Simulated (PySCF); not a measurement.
# difluorogermane (GeH2F2): core binding energies at several levels of theory

How much do the core binding energies of difluorogermane (GeH2F2) (`[F][GeH2][F]`) depend on the level of theory, and what does each level cost?

The runs use PySCF 2.14.0, with density-fitted response routines of our own; the level of theory stands in each step. All values are computed, except where a source is named. Atoms are numbered from 0 throughout.

## Step 1: The starting structure

5 atoms, charge 0, multiplicity 1; geometry from: GFN2-xTB. The atoms were then displaced at random by about 0.01 Å, so the start is not that level's minimum.

Bonds of the start (Å): F0–Ge1 1.69, Ge1–F2 1.71, Ge1–H3 1.49, Ge1–H4 1.50.

## Step 2: Geometry optimisation at PBE0-D3(BJ)/def2-SVP

The job: settings as JSON, then the geometry in Å.

```
{"job": {"xc": "PBE0", "basis": "def2-SVP", "d3": "d3bj", "grid": 1, "shake": 0.01, "kind": "geom"}, "charge": 0, "multiplicity": 1}
F     -1.219080     1.021910    -0.039200
Ge    -0.019800    -0.163880     0.006560
F      1.401180     0.780300    -0.109600
H     -0.008230    -0.736170     1.377860
H     -0.120500    -0.936140    -1.273500
```

Started as:

```console
OMP_NUM_THREADS=1 python probes_run.py task.json out
```

The driver reads the jobs from task.json and runs them one after another.

The log of the run:

```text
step   0  E = -2277.07574126  max force = 0.024523
step   1  E = -2277.07656073  max force = 0.025340
step   2  E = -2277.07927995  max force = 0.007298
step   3  E = -2277.07942491  max force = 0.000946
step   4  E = -2277.07942968  max force = 0.000188
optimisation converged
```

Run time: 7.1 s. Hardware: 1 thread of Arm Neoverse V2, shared host; peak memory 0.3 GiB.

Along the way:

```tsv
step	energy from step 0 (eV)	largest force component (eV/Å)
0	0.0000	1.2610
1	-0.0223	1.3030
2	-0.0963	0.3753
3	-0.1002	0.0486
4	-0.1004	0.0097
```

Distances of close pairs at the start and the end, largest changes first:

```tsv
bond	before (Å)	after (Å)	change (Å)
Ge1–H3	1.486	1.528	+0.042
F0–Ge1	1.687	1.729	+0.042
Ge1–H4	1.498	1.529	+0.030
Ge1–F2	1.710	1.729	+0.019
```

The next job starts from the end point, and lists it.

```tsv
at the end point	value
point group (found at 0.08 Å tolerance)	C2v
rotational constants (GHz, main isotopes)	15.010, 6.717, 4.960
dipole moment (D)	2.57
```

## Step 3: X-ray photoelectron lines: SCAN, X2C

The job: settings as JSON, then the geometry in Å.

```
{"job": {"kind": "xps"}, "charge": 0, "multiplicity": 1}
F     -1.315719     1.490924    -0.049351
Ge    -0.059215     0.303322    -0.022614
F      1.414025     1.196607    -0.164026
H     -0.073260    -0.362401     1.353101
H     -0.204920    -0.562586    -1.273780
```

With the program's defaults for keys left out, this is: delta-SCF UKS SCAN, pcX-2 on the ionised atom, pcseg-1 elsewhere, spin-free X2C.

The log of the run:

```text
ground state, core basis on atom 0 (F), 96 functions
  cycle   1  E = -2294.94027080  |g| = 8.46e-01
  cycle   2  E = -2294.44812329  |g| = 1.94e+00
  cycle   3  E = -2295.05397527  |g| = 8.57e-02
  cycle   4  E = -2295.05418058  |g| = 9.60e-02
  cycle   5  E = -2295.05552371  |g| = 1.87e-02
  cycle   6  E = -2295.05558506  |g| = 5.39e-03
  cycle   7  E = -2295.05559779  |g| = 7.06e-04
  cycle   8  E = -2295.05559487  |g| = 6.67e-05
  E(ground) = -2295.17730739 Eh
hole in F 1s of atom 0
  cycle   1  E = -2268.71527955  |g| = 2.59e+00
  cycle   2  E = -2268.68838521  |g| = 2.13e+00
  cycle   3  E = -2269.56464549  |g| = 4.03e-01
  cycle   4  E = -2269.51768032  |g| = 5.28e-01
  cycle   5  E = -2269.61385392  |g| = 3.22e-02
  cycle   6  E = -2269.61425896  |g| = 9.51e-03
  cycle   7  E = -2269.61430528  |g| = 2.23e-03
  cycle   8  E = -2269.61430564  |g| = 5.89e-04
  cycle   9  E = -2269.61430804  |g| = 1.09e-04
  E(ion) = -2269.74340929 Eh   <S^2> = 0.7568   hole on atom = 1.000   binding energy = 692.092 eV
```

Run time: 1.9 s. Hardware: 1 thread of Arm Neoverse V2, shared host; peak memory 0.31 GiB.

The holes in one table. −ε is the ground-state orbital energy:

```tsv
hole	stands for	environment	ΔSCF (eV)	−ε (eV)	⟨S²⟩
F1s on F0	F0, F2	fluorine bonded to Ge	692.09	666.3	0.757
```

Each hole run stands for the others of its class of like atoms.

## Step 4: X-ray photoelectron lines: B3LYP, X2C

Settings changed since step 3:

```diff
@@ -1,2 +1,2 @@
-{"job": {"kind": "xps"}, "charge": 0, "multiplicity": 1}
+{"job": {"kind": "xps", "xc": "B3LYP"}, "charge": 0, "multiplicity": 1}
 F     -1.315719     1.490924    -0.049351
```

Method: delta-SCF UKS B3LYP, pcX-2 on the ionised atom, pcseg-1 elsewhere, spin-free X2C.

The log of the run:

```text
ground state, core basis on atom 0 (F), 96 functions
  cycle   1  E = -2295.06644629  |g| = 8.27e-01
  cycle   2  E = -2294.74791938  |g| = 1.65e+00
  cycle   3  E = -2295.18388545  |g| = 5.17e-02
  cycle   4  E = -2295.18403977  |g| = 5.16e-02
  cycle   5  E = -2295.18443536  |g| = 1.18e-02
  cycle   6  E = -2295.18445870  |g| = 1.55e-03
  cycle   7  E = -2295.18445936  |g| = 1.51e-04
  E(ground) = -2295.18811497 Eh
hole in F 1s of atom 0
  cycle   1  E = -2268.85491059  |g| = 2.60e+00
  cycle   2  E = -2268.91430292  |g| = 2.10e+00
  cycle   3  E = -2269.73952108  |g| = 2.86e-01
  cycle   4  E = -2269.73154636  |g| = 2.96e-01
  cycle   5  E = -2269.76102362  |g| = 1.38e-02
  cycle   6  E = -2269.76109556  |g| = 2.49e-03
  cycle   7  E = -2269.76109661  |g| = 5.18e-04
  cycle   8  E = -2269.76109893  |g| = 1.67e-04
  E(ion) = -2269.76462075 Eh   <S^2> = 0.7547   hole on atom = 1.000   binding energy = 691.809 eV
```

Wall time 2.2 s (1 thread of Arm Neoverse V2, shared host); peak memory 0.34 GiB.

Binding energies by hole, beside the orbital energy of the ground state; the difference holds orbital relaxation and, for a density functional, its self-interaction error:

```tsv
hole	stands for	environment	ΔSCF (eV)	−ε (eV)	⟨S²⟩
F1s on F0	F0, F2	fluorine bonded to Ge	691.81	671.8	0.755
```

Each hole run stands for the others of its class of like atoms.

## Step 5: X-ray photoelectron lines: PBE0, X2C

Settings changed since step 4:

```diff
@@ -1,2 +1,2 @@
-{"job": {"kind": "xps", "xc": "B3LYP"}, "charge": 0, "multiplicity": 1}
+{"job": {"kind": "xps", "xc": "PBE0"}, "charge": 0, "multiplicity": 1}
 F     -1.315719     1.490924    -0.049351
```

With the program's defaults for keys left out, this is: delta-SCF UKS PBE0, pcX-2 on the ionised atom, pcseg-1 elsewhere, spin-free X2C.

The log of the run:

```text
ground state, core basis on atom 0 (F), 96 functions
  cycle   1  E = -2294.56759379  |g| = 7.71e-01
  cycle   2  E = -2294.35900943  |g| = 1.40e+00
  cycle   3  E = -2294.67198634  |g| = 4.25e-02
  cycle   4  E = -2294.67214309  |g| = 3.72e-02
  cycle   5  E = -2294.67234408  |g| = 9.56e-03
  cycle   6  E = -2294.67235969  |g| = 7.95e-04
  cycle   7  E = -2294.67236075  |g| = 1.31e-04
  E(ground) = -2294.67518627 Eh
hole in F 1s of atom 0
  cycle   1  E = -2268.36216997  |g| = 2.60e+00
  cycle   2  E = -2268.51558206  |g| = 1.99e+00
  cycle   3  E = -2269.25612948  |g| = 2.50e-01
  cycle   4  E = -2269.25432713  |g| = 2.29e-01
  cycle   5  E = -2269.27203351  |g| = 1.16e-02
  cycle   6  E = -2269.27208274  |g| = 1.72e-03
  cycle   7  E = -2269.27208380  |g| = 4.08e-04
  E(ion) = -2269.27477941 Eh   <S^2> = 0.7552   hole on atom = 1.000   binding energy = 691.180 eV
```

It took 2.1 s on 1 thread of Arm Neoverse V2, shared host; peak memory 0.34 GiB.

Binding energies by hole, beside the orbital energy of the ground state; the difference holds orbital relaxation and, for a density functional, its self-interaction error:

```tsv
hole	stands for	environment	ΔSCF (eV)	−ε (eV)	⟨S²⟩
F1s on F0	F0, F2	fluorine bonded to Ge	691.18	674.1	0.755
```

Each hole run stands for the others of its class of like atoms.

## Step 6: Core-electron binding energies: PBE, X2C

Settings changed since step 5:

```diff
@@ -1,2 +1,2 @@
-{"job": {"kind": "xps", "xc": "PBE0"}, "charge": 0, "multiplicity": 1}
+{"job": {"kind": "xps", "xc": "PBE"}, "charge": 0, "multiplicity": 1}
 F     -1.315719     1.490924    -0.049351
```

Level: delta-SCF UKS PBE, pcX-2 on the ionised atom, pcseg-1 elsewhere, spin-free X2C.

The log of the run:

```text
ground state, core basis on atom 0 (F), 96 functions
  cycle   1  E = -2294.51454769  |g| = 8.31e-01
  cycle   2  E = -2293.82444983  |g| = 2.19e+00
  cycle   3  E = -2294.63144659  |g| = 8.85e-02
  cycle   4  E = -2294.63118710  |g| = 1.15e-01
  cycle   5  E = -2294.63321157  |g| = 2.47e-02
  cycle   6  E = -2294.63333960  |g| = 5.48e-03
  cycle   7  E = -2294.63334423  |g| = 4.85e-04
  E(ground) = -2294.63730168 Eh
hole in F 1s of atom 0
  cycle   1  E = -2268.32779410  |g| = 2.62e+00
  cycle   2  E = -2268.07934695  |g| = 2.37e+00
  cycle   3  E = -2269.15780102  |g| = 5.10e-01
  cycle   4  E = -2269.03877368  |g| = 7.58e-01
  cycle   5  E = -2269.24157580  |g| = 3.56e-02
  cycle   6  E = -2269.24216202  |g| = 1.67e-02
  cycle   7  E = -2269.24230985  |g| = 4.04e-03
  cycle   8  E = -2269.24231845  |g| = 5.74e-04
  cycle   9  E = -2269.24231724  |g| = 8.48e-05
  E(ion) = -2269.24606972 Eh   <S^2> = 0.7542   hole on atom = 1.000   binding energy = 690.931 eV
```

Run time: 1.3 s. Hardware: 1 thread of Arm Neoverse V2, shared host; peak memory 0.34 GiB.

Binding energies by hole, beside the orbital energy of the ground state; the difference holds orbital relaxation and, for a density functional, its self-interaction error:

```tsv
hole	stands for	environment	ΔSCF (eV)	−ε (eV)	⟨S²⟩
F1s on F0	F0, F2	fluorine bonded to Ge	690.93	660.2	0.754
```

Each hole run stands for the others of its class of like atoms.

## Step 7: X-ray photoelectron lines: HF, X2C

Settings changed since step 6:

```diff
@@ -1,2 +1,2 @@
-{"job": {"kind": "xps", "xc": "PBE"}, "charge": 0, "multiplicity": 1}
+{"job": {"kind": "xps", "xc": "HF"}, "charge": 0, "multiplicity": 1}
 F     -1.315719     1.490924    -0.049351
```

With the program's defaults for keys left out, this is: delta-SCF UKS HF, pcX-2 on the ionised atom, pcseg-1 elsewhere, spin-free X2C.

The log of the run:

```text
ground state, core basis on atom 0 (F), 96 functions
  cycle   1  E = -2292.51474920  |g| = 6.66e-01
  cycle   2  E = -2292.57302270  |g| = 4.63e-01
  cycle   3  E = -2292.60350367  |g| = 3.44e-02
  cycle   4  E = -2292.60398801  |g| = 9.75e-03
  cycle   5  E = -2292.60403253  |g| = 2.72e-03
  cycle   6  E = -2292.60403645  |g| = 1.36e-03
  cycle   7  E = -2292.60403705  |g| = 3.97e-04
  E(ground) = -2292.60403705 Eh
hole in F 1s of atom 0
  cycle   1  E = -2266.30308328  |g| = 2.56e+00
  cycle   2  E = -2266.97459895  |g| = 1.18e+00
  cycle   3  E = -2267.19762676  |g| = 7.61e-02
  cycle   4  E = -2267.19903266  |g| = 1.94e-02
  cycle   5  E = -2267.19920817  |g| = 1.10e-02
  cycle   6  E = -2267.19926995  |g| = 3.38e-03
  cycle   7  E = -2267.19927805  |g| = 5.95e-04
  cycle   8  E = -2267.19927847  |g| = 2.20e-04
  E(ion) = -2267.19927847 Eh   <S^2> = 0.7611   hole on atom = 1.000   binding energy = 691.299 eV
```

Wall time 1.3 s (1 thread of Arm Neoverse V2, shared host); peak memory 0.34 GiB.

Binding energies by hole, beside the orbital energy of the ground state; the difference holds orbital relaxation and, for a density functional, its self-interaction error:

```tsv
hole	stands for	environment	ΔSCF (eV)	−ε (eV)	⟨S²⟩
F1s on F0	F0, F2	fluorine bonded to Ge	691.30	715.7	0.761
```

Each hole run stands for the others of its class of like atoms.

## Step 8: X-ray photoelectron lines: SCAN, X2C

Settings changed since step 7:

```diff
@@ -1,2 +1,2 @@
-{"job": {"kind": "xps", "xc": "HF"}, "charge": 0, "multiplicity": 1}
+{"job": {"kind": "xps", "basis": "pcX-1"}, "charge": 0, "multiplicity": 1}
 F     -1.315719     1.490924    -0.049351
```

Level: delta-SCF UKS SCAN, pcX-1 on the ionised atom, pcseg-1 elsewhere, spin-free X2C.

The log of the run:

```text
ground state, core basis on atom 0 (F), 75 functions
  cycle   1  E = -2294.87852311  |g| = 8.30e-01
  cycle   2  E = -2294.43404832  |g| = 1.85e+00
  cycle   3  E = -2294.98753008  |g| = 6.72e-02
  cycle   4  E = -2294.98798843  |g| = 6.52e-02
  cycle   5  E = -2294.98858100  |g| = 1.96e-02
  cycle   6  E = -2294.98864587  |g| = 6.02e-03
  cycle   7  E = -2294.98865635  |g| = 4.72e-04
  E(ground) = -2295.11113283 Eh
hole in F 1s of atom 0
  cycle   1  E = -2268.65973655  |g| = 2.57e+00
  cycle   2  E = -2268.62530656  |g| = 2.09e+00
  cycle   3  E = -2269.48718607  |g| = 4.10e-01
  cycle   4  E = -2269.44727703  |g| = 5.17e-01
  cycle   5  E = -2269.53956584  |g| = 3.24e-02
  cycle   6  E = -2269.53998635  |g| = 7.86e-03
  cycle   7  E = -2269.54001845  |g| = 2.00e-03
  cycle   8  E = -2269.54002295  |g| = 4.58e-04
  E(ion) = -2269.66952892 Eh   <S^2> = 0.7563   hole on atom = 1.000   binding energy = 692.301 eV
```

Run time: 1.4 s. Hardware: 1 thread of Arm Neoverse V2, shared host; peak memory 0.34 GiB.

The holes in one table. −ε is the ground-state orbital energy:

```tsv
hole	stands for	environment	ΔSCF (eV)	−ε (eV)	⟨S²⟩
F1s on F0	F0, F2	fluorine bonded to Ge	692.30	665.9	0.756
```

Each hole run stands for the others of its class of like atoms.

## Step 9: Core holes by ΔSCF: SCAN, X2C

Settings changed since step 8:

```diff
@@ -1,2 +1,2 @@
-{"job": {"kind": "xps", "basis": "pcX-1"}, "charge": 0, "multiplicity": 1}
+{"job": {"kind": "xps", "basis": "def2-TZVP"}, "charge": 0, "multiplicity": 1}
 F     -1.315719     1.490924    -0.049351
```

Method: delta-SCF UKS SCAN, def2-TZVP on the ionised atom, pcseg-1 elsewhere, spin-free X2C.

The log of the run:

```text
ground state, core basis on atom 0 (F), 82 functions
  cycle   1  E = -2294.93496099  |g| = 8.32e-01
  cycle   2  E = -2294.45074100  |g| = 1.91e+00
  cycle   3  E = -2295.04726182  |g| = 8.23e-02
  cycle   4  E = -2295.04742034  |g| = 9.29e-02
  cycle   5  E = -2295.04873636  |g| = 1.77e-02
  cycle   6  E = -2295.04879760  |g| = 3.87e-03
  cycle   7  E = -2295.04879670  |g| = 4.92e-04
  E(ground) = -2295.17027663 Eh
hole in F 1s of atom 0
  cycle   1  E = -2268.70847387  |g| = 2.46e+00
  cycle   2  E = -2268.71192919  |g| = 1.84e+00
  cycle   3  E = -2269.51301931  |g| = 4.48e-01
  cycle   4  E = -2269.49427144  |g| = 4.94e-01
  cycle   5  E = -2269.57800874  |g| = 3.94e-02
  cycle   6  E = -2269.57861054  |g| = 6.87e-03
  cycle   7  E = -2269.57863371  |g| = 2.06e-03
  cycle   8  E = -2269.57863671  |g| = 4.46e-04
  E(ion) = -2269.70780048 Eh   <S^2> = 0.7561   hole on atom = 1.000   binding energy = 692.869 eV
```

Run time: 1.6 s. Hardware: 1 thread of Arm Neoverse V2, shared host; peak memory 0.34 GiB.

The holes in one table. −ε is the ground-state orbital energy:

```tsv
hole	stands for	environment	ΔSCF (eV)	−ε (eV)	⟨S²⟩
F1s on F0	F0, F2	fluorine bonded to Ge	692.87	666.4	0.756
```

Each hole run stands for the others of its class of like atoms.

## Step 10: Core-electron binding energies: SCAN, non-relativistic

Settings changed since step 9:

```diff
@@ -1,2 +1,2 @@
-{"job": {"kind": "xps", "basis": "def2-TZVP"}, "charge": 0, "multiplicity": 1}
+{"job": {"kind": "xps", "x2c": false}, "charge": 0, "multiplicity": 1}
 F     -1.315719     1.490924    -0.049351
```

With the program's defaults for keys left out, this is: delta-SCF UKS SCAN, pcX-2 on the ionised atom, pcseg-1 elsewhere, non-relativistic.

The log of the run:

```text
ground state, core basis on atom 0 (F), 96 functions
  cycle   1  E = -2277.54065652  |g| = 8.58e-01
  cycle   2  E = -2277.05684022  |g| = 1.93e+00
  cycle   3  E = -2277.65819383  |g| = 9.59e-02
  cycle   4  E = -2277.65899695  |g| = 8.97e-02
  cycle   5  E = -2277.66012062  |g| = 2.37e-02
  cycle   6  E = -2277.66021674  |g| = 6.15e-03
  cycle   7  E = -2277.66022692  |g| = 6.75e-04
  cycle   8  E = -2277.66022551  |g| = 7.10e-05
  E(ground) = -2277.78012264 Eh
hole in F 1s of atom 0
  cycle   1  E = -2251.34592171  |g| = 2.58e+00
  cycle   2  E = -2251.32552991  |g| = 2.12e+00
  cycle   3  E = -2252.19493438  |g| = 3.91e-01
  cycle   4  E = -2252.15331322  |g| = 5.05e-01
  cycle   5  E = -2252.24079388  |g| = 3.17e-02
  cycle   6  E = -2252.24117784  |g| = 9.13e-03
  cycle   7  E = -2252.24121910  |g| = 2.11e-03
  cycle   8  E = -2252.24122387  |g| = 5.44e-04
  cycle   9  E = -2252.24122550  |g| = 1.00e-04
  E(ion) = -2252.36843913 Eh   <S^2> = 0.7567   hole on atom = 1.000   binding energy = 691.487 eV
```

It took 1.8 s on 1 thread of Arm Neoverse V2, shared host; peak memory 0.34 GiB.

The holes in one table. −ε is the ground-state orbital energy:

```tsv
hole	stands for	environment	ΔSCF (eV)	−ε (eV)	⟨S²⟩
F1s on F0	F0, F2	fluorine bonded to Ge	691.49	665.7	0.757
```

Each hole run stands for the others of its class of like atoms.

## Step 11: What came out

| quantity | value |
| --- | --- |
| point group | C2v |
| rotational constants (main isotopes) | 15.01, 6.72, 4.96 GHz |
| F1s binding energies, SCAN/pcX-2 | F0 692.09 eV |
| F1s binding energies, B3LYP/pcX-2 | F0 691.81 eV |
| F1s binding energies, PBE0/pcX-2 | F0 691.18 eV |
| F1s binding energies, PBE/pcX-2 | F0 690.93 eV |
| F1s binding energies, HF/pcX-2 | F0 691.30 eV |
| F1s binding energies, SCAN/pcX-1 | F0 692.30 eV |
| F1s binding energies, SCAN/def2-TZVP | F0 692.87 eV |
| F1s binding energies, SCAN/pcX-2, non-relativistic | F0 691.49 eV |

**Reading.** Single values in the summary come from the first run of each kind that ended normally (SCAN/pcX-2), which need not be the best level. The optimisation took 4 steps and gained 0.100 eV; among the close pairs (by a distance rule), Ge1–H3 changed most, from 1.486 to 1.528 Å. No frequency check was run at this level, so the end point may be a saddle.
